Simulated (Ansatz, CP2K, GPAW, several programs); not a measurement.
**Bi2Se3 from cheap methods to r2SCAN**

Aim: run Bi2Se3 through methods of unlike cost and see what each gets, and at what price.

Method: no spin polarisation, static lattice; gaps from single points on the cell relaxed beforehand with r²SCAN+rVV10, in CP2K, Ansatz (versions at each run).

## Step 1: Starting point

The structure is trigonal, space group R-3m (No. 166). The conventional cell has a = 4.142 Å, b = 4.142 Å, c = 29.263 Å, α = 90.00°, β = 90.00°, γ = 120.00°. Around Bi (site symmetry 3m) lie 6 Se at 2.85 to 3.07 Å. Se (site symmetry 3m) has 3 Bi at 2.85 Å as nearest neighbours. Se (site symmetry -3m) has 6 Bi at 3.07 Å as nearest neighbours.

Structure file:

```
Bi Se
1.0
     2.07118    1.19580    9.75432
    -2.07118    1.19580    9.75432
     0.00000   -2.39160    9.75432
Bi Se
2 3
Direct
  0.39934 0.39934 0.39934
  0.60066 0.60066 0.60066
  0.21412 0.21412 0.21412
  0.78588 0.78588 0.78588
  0.00000 0.00000 0.00000
```

The structure type (tetradymite) is imposed and need not be the compound's stable one.

**Question.** The methods are PBE/DZVP, PBE/SZV, coarse PBE, PBE, r2SCAN. What gap does r2SCAN give on this cell, and which other methods (full PBE left aside) come nearest to r2SCAN and farthest in gap?

```
                                      quantity                                      value
                                        r2SCAN                                gap 0.62 eV
gap: nearest and farthest of the other methods  coarse PBE (-0.24 eV), PBE/SZV (-0.47 eV)
```

For the gap, of the 3 methods compared (full PBE left aside), coarse PBE comes nearest to r2SCAN and PBE/SZV is farthest. A minimal basis or a coarse cutoff and mesh shifts results by its own error, so closeness to r2SCAN can be chance. No r2SCAN modulus is at hand, so moduli aren't ranked. CPU times run from 2.7 s (coarse PBE) to 2.1 min (PBE/DZVP). On this cell PBE/DZVP, PBE/SZV cost more than r2SCAN itself (38 s), so they are no saving here. r2SCAN is a yardstick, not the truth: it usually gives gaps below the measured ones. Spin-orbit coupling is left out throughout.
